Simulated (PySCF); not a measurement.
# The bond of PbSe, level by level

An exercise on one series of results from a longer session: the logs are not shown, and one member is left open.

Method: Pb def2-SVP with ECP60, Se def2-SVP, scalar-relativistic core potentials; program: PySCF 2.14.0.

Set-up of the first run:

The job is set up so:

```json
{
  "atoms": "Pb, Se",
  "charge": "0",
  "basis": "Pb def2-SVP with ECP60, Se def2-SVP",
  "Hamiltonian": "scalar-relativistic core potentials",
  "basis functions": "58",
  "electrons treated": "56",
  "masses in u": "207.9766, 79.9165",
  "levels": "PBE0, PBE, r²SCAN, M06, PBEsol, M06-L, ωB97X, HF, MP2, SCS-MP2, CCSD, CCSD(T)",
  "grid": "80 radial by 434 angular points",
  "occupations": "held fixed by the projection of orbital angular momentum",
  "dissociation limit": "Pb + Se, each in its ground configuration",
  "starting distance in angstrom": "2.510",
  "values of 2S to try": "0, 2, 4"
}
```

On the command line:

```sh
$ OMP_NUM_THREADS=1 python dia.py task.json out
```

Steps of the session up to this table: Set-up; PBE0 along the bond; Higher solutions at PBE0; PBE (GGA); r²SCAN (meta-GGA); M06 (hybrid meta-GGA); PBEsol (GGA); M06-L; ωB97X (range-separated hybrid); RHF (mean field); Adding correlation.

One of the session's tables, all rows but one given; the rest of the session is left out.

It belongs to the step «Constants by level of theory». 

```
      level  Re (Å)  ωe (cm⁻¹)  De (eV)
        RHF   2.400        314     1.82
    RHF-MP2   2.440      287.0     3.95
RHF-SCS-MP2   2.441      287.1     3.77
   RHF-CCSD   2.434      292.4     3.52
RHF-CCSD(T)   2.458      273.8     3.82
        PBE   2.455      275.4     4.64
     PBEsol   2.435      283.0     4.92
     r²SCAN   2.432      287.6     4.32
      M06-L   2.447      280.4     4.67
       PBE0       ?          ?        ?
        M06   2.439      288.5     4.66
      ωB97X   2.395        312     4.25
```

**Question.** Estimate the row for PBE0.

**Answer.** Re (Å): 2.421; ωe (cm⁻¹): 294.2; De (eV): 4.22. In the column «Re (Å)» it lies between RHF (2.400) and r²SCAN (2.432).

De is counted to Pb + Se in their ground configurations.
